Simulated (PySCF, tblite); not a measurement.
**C₄H₁₀B₂OSi: geometry, infrared bands and NMR shifts**

Aim: predict the infrared bands and NMR shifts of C₄H₁₀B₂OSi (`BOB(C#C[SiH3])CC`).

The runs use tblite 0.8.0 and PySCF 2.14.0, with density-fitted response routines of our own; the level of theory stands in each step. All values are computed, except where a source is named. Atoms count from 0, in the outputs and in this text.

### Step 1. The molecule as given

18 atoms, charge 0, multiplicity 1; geometry from: force field or distance geometry start.

Bonds of the start (Å): B0–O1 1.45, O1–B2 1.50, B2–C3 1.54, C3–C4 1.21, C4–Si5 1.82, B2–C6 1.56, C6–C7 1.49, B0–H8 1.19, B0–H9 1.19, Si5–H10 1.46, Si5–H11 1.48, Si5–H12 1.49, C6–H13 1.12, C6–H14 1.13, C7–H15 1.12, C7–H16 1.13, C7–H17 1.09.

### Step 2. Geometry optimisation with GFN2-xTB

What the job is given:

```
{"job": {"kind": "relax", "xc": "GFN2-xTB", "basis": "xTB"}, "charge": 0, "multiplicity": 1}
B     -1.460300     2.814300     0.180800
O     -0.956200     1.907400    -0.825300
B     -0.629200     0.583900    -0.207900
C      0.844200     0.145000    -0.097800
C      1.999300    -0.200300    -0.002900
Si     3.750500    -0.682000     0.116000
C     -1.790100    -0.450900    -0.222200
C     -1.600800    -1.675000     0.607700
H     -0.685300     3.581000     0.669400
H     -2.613700     3.122300     0.177400
H      3.992600    -1.400200     1.368900
H      4.179400    -1.449800    -1.069500
H      4.646600     0.504300     0.164900
H     -2.060400    -0.757200    -1.269000
H     -2.706700     0.072400     0.178600
H     -1.260300    -2.531600    -0.035300
H     -2.634100    -2.003500     0.936400
H     -1.024200    -1.573800     1.524000
```

The run is started by

```console
> OMP_NUM_THREADS=1 python probes_run.py task.json out
```

The driver reads the jobs from task.json and runs them one after another.

**Question.** This job is followed by: GFN2-xTB harmonic vibrations, gas phase; GIAO PBE0/pcSseg-1 NMR shielding, non-relativistic, gas phase. Predict these results of the whole session: strongest single infrared mode (GFN2-xTB); zero-point energy (GFN2-xTB); 13C shifts against TMS (PBE0/pcSseg-1); 1H shifts against TMS (PBE0/pcSseg-1, means over atoms taken as alike); 11B shifts against BF3·OEt2 (PBE0/pcSseg-1); 17O shifts against H2O (PBE0/pcSseg-1); 29Si shifts against TMS (PBE0/pcSseg-1); surface potential, 1st and 99th percentile.

The runs gave:

| quantity | value |
| --- | --- |
| strongest single infrared mode (GFN2-xTB) | 2237 cm⁻¹, 430 km/mol |
| zero-point energy (GFN2-xTB) | 80.0 kcal/mol |
| 13C shifts against TMS (PBE0/pcSseg-1) | 122.6, 113.8, 21.1, 12.0 ppm |
| 1H shifts against TMS (PBE0/pcSseg-1, means over atoms taken as alike) | 5.42, 4.30, 1.28, 1.00 ppm |
| 11B shifts against BF3·OEt2 (PBE0/pcSseg-1) | 39.7, 33.5 ppm |
| 17O shifts against H2O (PBE0/pcSseg-1) | 317.0 ppm |
| 29Si shifts against TMS (PBE0/pcSseg-1) | -99.2 ppm |
| surface potential, 1st and 99th percentile | -0.65 V and 1.21 V |

**Reading.** The optimisation took 104 steps and gained 1.961 eV; among the close pairs (by a distance rule), O1–B2 changed most, from 1.497 to 1.307 Å. All 48 modes are real, so the xTB geometry is a minimum. GFN2-xTB is a fitted tight-binding method: band positions and strengths are rough. Its intensities can rank the bands wrongly. At PBE0/pcSseg-1: The widest tensor belongs to C3: span 311 ppm, with a paramagnetic part of -198 ppm. At PBE0/pcSseg-1, counted by nearest atom on the grid, the HOMO lies on C3, C4 about 37 % each, the LUMO on B2 30 %; C4 25 %.
